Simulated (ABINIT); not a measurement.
Crystal: TaWC2.

```
CELL_PARAMETERS angstrom
1.57186 0.90751 5.10162
-1.57186 0.90751 5.10162
0.00000 -1.81502 5.10162
ATOMIC_POSITIONS crystal
W 0.00000 0.00000 0.00000
Ta 0.50000 0.50000 0.50000
C 0.25093 0.25093 0.25093
C 0.74907 0.74907 0.74907
```

The cell comes from a database or a generator and needn't be the stable form of this composition.

```yaml
Program: ABINIT 10.8.3 (patched build)
Task: relaxation of cell and atoms
Functional: LDA
Potentials_or_basis: JTH PAW LDA v2.0
Cutoff: 517 eV
k_mesh: 8 × 8 × 8
Occupations: fermi-dirac, width 0.05 eV
Spin: no spin polarisation
```

At the start: pressure -16.9 GPa; volume 10.92 Å³/atom.

**Question.** Where does the relaxation end?

**Answer.** Over 7 steps the energy falls by 29.2 meV/atom and the volume is 10.39 Å³/atom (-4.8 %); space group R-3m (No. 166, to 0.05 Å).

Step by step:
| step | energy change (eV) | largest force (eV/Å) | pressure (GPa) | volume (Å³) |
| --- | --- | --- | --- | --- |
| 1 | 0.0000 | 0.0705 | -16.91 | 43.66 |
| 2 | -0.1155 | 0.0686 | 1.15 | 41.44 |
| 3 | -0.1163 | 0.0539 | -0.04 | 41.57 |
| 4 | -0.1165 | 0.0371 | -0.16 | 41.59 |
| 5 | -0.1166 | 0.0162 | -0.05 | 41.57 |
| 6 | -0.1166 | 0.0105 | 0.00 | 41.57 |
| 7 | -0.1166 | 0.0017 | 0.03 | 41.57 |

Final structure:
```cif
data_structure
_symmetry_space_group_name_H-M 'P 1'
_symmetry_Int_Tables_number 1
_cell_length_a 5.3430
_cell_length_b 5.3430
_cell_length_c 5.3430
_cell_angle_alpha 33.580
_cell_angle_beta 33.580
_cell_angle_gamma 33.580
_cell_volume 41.57
loop_
_atom_site_label
_atom_site_type_symbol
_atom_site_fract_x
_atom_site_fract_y
_atom_site_fract_z
_atom_site_occupancy
W1 W 0.00000 0.00000 0.00000 1
Ta1 Ta 0.50000 0.50000 0.50000 1
C1 C 0.25118 0.25118 0.25118 1
C2 C 0.74882 0.74882 0.74882 1
```
